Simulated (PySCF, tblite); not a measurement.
**C2H11GeNOSi: geometry, infrared bands and NMR shifts**

Wanted: the infrared bands and NMR shifts of C2H11GeNOSi (`CN(C)[SiH2][O][GeH3]`), by calculation.

Programs: tblite 0.8.0 and PySCF 2.14.0, with density-fitted response routines of our own. Each step states its level of theory. These are calculated values for one molecule in the gas phase, unless marked as measured. Atoms are numbered from 0 throughout.

### 1 Starting geometry

17 atoms, charge 0, multiplicity 1; geometry from: force field or distance geometry start.

Bonds of the start (Å): C0–N1 1.43, N1–C2 1.44, N1–Si3 1.78, Si3–O4 1.72, O4–Ge5 1.80, C0–H6 1.12, C0–H7 1.13, C0–H8 1.11, C2–H9 1.11, C2–H10 1.12, C2–H11 1.11, Si3–H12 1.46, Si3–H13 1.49, Ge5–H14 1.54, Ge5–H15 1.55, Ge5–H16 1.56.

### 2 Geometry optimisation with GFN2-xTB

The job: settings as JSON, then the geometry in Å.

```
{"job": {"kind": "relax", "xc": "GFN2-xTB", "basis": "xTB"}, "charge": 0, "multiplicity": 1}
C     -1.010300     1.463900     0.502800
N     -1.197400     0.046100     0.609500
C     -2.287100    -0.465200    -0.183300
Si     0.231900    -0.891100     0.115900
O      1.558800    -0.407900     1.102700
Ge     2.925000    -0.161000    -0.048800
H     -1.554600     1.917400    -0.359800
H     -1.408900     1.953200     1.435900
H      0.052500     1.774900     0.428800
H     -3.264100     0.001200     0.060500
H     -2.381900    -1.549000     0.072200
H     -2.060600    -0.451800    -1.274300
H      0.573700    -0.614700    -1.277100
H      0.020200    -2.354600     0.287400
H      2.851500    -1.289100    -1.097200
H      4.281300    -0.146600     0.705300
H      2.662800     1.186300    -0.791500
```

On the command line:

```bash
> OMP_NUM_THREADS=1 python probes_run.py task.json out
```

The driver reads the jobs from task.json and runs them one after another.

**Question.** This job is followed by: GFN2-xTB harmonic vibrations, gas phase; GIAO PBE0/pcSseg-1 NMR shielding, non-relativistic, gas phase. What will the session give for the following? strongest single infrared mode (GFN2-xTB); zero-point energy (GFN2-xTB); 13C shifts against TMS (PBE0/pcSseg-1, means over atoms taken as alike); 1H shifts against TMS (PBE0/pcSseg-1, means over atoms taken as alike); 15N shifts against NH3 (PBE0/pcSseg-1); 29Si shifts against TMS (PBE0/pcSseg-1); 17O shifts against H2O (PBE0/pcSseg-1); 73Ge shifts against GeMe4 (PBE0/pcSseg-1).

The runs gave:

| quantity | value |
| --- | --- |
| strongest single infrared mode (GFN2-xTB) | 751 cm⁻¹, 629 km/mol |
| zero-point energy (GFN2-xTB) | 76.8 kcal/mol |
| 13C shifts against TMS (PBE0/pcSseg-1, means over atoms taken as alike) | 37.3 ppm |
| 1H shifts against TMS (PBE0/pcSseg-1, means over atoms taken as alike) | 5.21, 5.11, 2.55 ppm |
| 15N shifts against NH3 (PBE0/pcSseg-1) | 16.9 ppm |
| 29Si shifts against TMS (PBE0/pcSseg-1) | -37.7 ppm |
| 17O shifts against H2O (PBE0/pcSseg-1) | -4.7 ppm |
| 73Ge shifts against GeMe4 (PBE0/pcSseg-1) | -86 ppm |

**Reading.** Relaxing lowered the energy by 1.014 eV in 169 steps; the close pair that moved most is Si3–Ge5, from 2.795 to 3.258 Å. The lowest mode is imaginary (21i cm⁻¹), so the xTB geometry is not a minimum. The strongest single mode, at 751 cm⁻¹, has its largest shares on H15, H16 and H14 (the list is cut at 3 atoms). GFN2-xTB is a fitted tight-binding method: band positions and strengths are rough. Its intensities can rank the bands wrongly. At PBE0/pcSseg-1: Shielding is most anisotropic at Ge5 (span 322 ppm, paramagnetic term -1340 ppm). Spin-orbit coupling is left out, which matters for shieldings and couplings at and beside the heavy atoms.
